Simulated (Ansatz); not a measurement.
# BaAuS2: the cost of one run

Program: Ansatz 0.2.0. Level of theory: reference: DFT r2SCAN, plane waves, PAW, scalar-relativistic, no spin polarisation. These are calculated values, not measurements.

1 further run of the same task is left out (it didn't finish).

## (1) The system as given

Symmetry: Cmme, No. 67, orthorhombic system. The conventional cell has a = 6.724 Å, b = 6.775 Å, c = 9.329 Å, α = 90.00°, β = 90.00°, γ = 90.00°. Around Ba (site symmetry mm2) lie 9 S at 3.25 to 3.70 Å and 1 Au at 3.70 Å. Au (site symmetry mm2) has 5 S at 2.38 to 2.54 Å as nearest neighbours. S (site symmetry mm2) has 1 Au at 2.38 Å and 5 Ba at 3.25 to 3.42 Å as nearest neighbours. S (site symmetry 222) has 4 Au at 2.54 Å as nearest neighbours.

Structure file:

```cif
data_structure
_symmetry_space_group_name_H-M 'P 1'
_symmetry_Int_Tables_number 1
_cell_length_a 4.7705
_cell_length_b 9.3291
_cell_length_c 4.7743
_cell_angle_alpha 90.000
_cell_angle_beta 89.566
_cell_angle_gamma 90.000
_cell_volume 212.47
loop_
_atom_site_label
_atom_site_type_symbol
_atom_site_fract_x
_atom_site_fract_y
_atom_site_fract_z
_atom_site_occupancy
Ba1 Ba 0.75000 0.19760 0.25000 1
Ba2 Ba 0.25000 0.80240 0.75000 1
Au1 Au 0.75000 0.59380 0.25000 1
Au2 Au 0.25000 0.40620 0.75000 1
S1 S 0.75000 0.84900 0.25000 1
S2 S 0.25000 0.15100 0.75000 1
S3 S 0.25000 0.50000 0.25000 1
S4 S 0.75000 0.50000 0.75000 1
```

## (2) Baseline

Contents of input.yaml:

```yaml
crystal:
  lattice:
    - [4.770501, 0.0, 0.0]
    - [0.0, 9.329095, 0.0]
    - [0.03616, 0.0, 4.774165]
  atoms:
    - { symbol: Ba, position: [0.75, 0.1976, 0.25] }
    - { symbol: Ba, position: [0.25, 0.8024, 0.75] }
    - { symbol: Au, position: [0.75, 0.5938, 0.25] }
    - { symbol: Au, position: [0.25, 0.4062, 0.75] }
    - { symbol: S, position: [0.75, 0.849, 0.25] }
    - { symbol: S, position: [0.25, 0.151, 0.75] }
    - { symbol: S, position: [0.25, 0.5, 0.25] }
    - { symbol: S, position: [0.75, 0.5, 0.75] }
  symmetry: { tolerance: 0.0003 }
kpoints:
  mp_grid: { grid: [4, 2, 4], shift: [0, 0, 0] }
magnetization:
  spin_polarized: false
scf:
  occupations: { method: fermi_dirac }
hamiltonian:
  pseudopotentials: { kind: paw }
  xc: r2scan
basis:
  ecutwfc: 500
output:
  forces: true
  stress: true
  eigenvalues: true
```

Command:

```bash
$ ansatz run input.yaml --threads 1 --pin off --max-ram 2560MiB --backend cpu --events-out ev --progress --plain --runs-dir out
```

Q: Estimate wall time and peak memory on 1 thread of Arm Neoverse V1, shared host.

About 33 s, with a peak of 0.93 GiB.
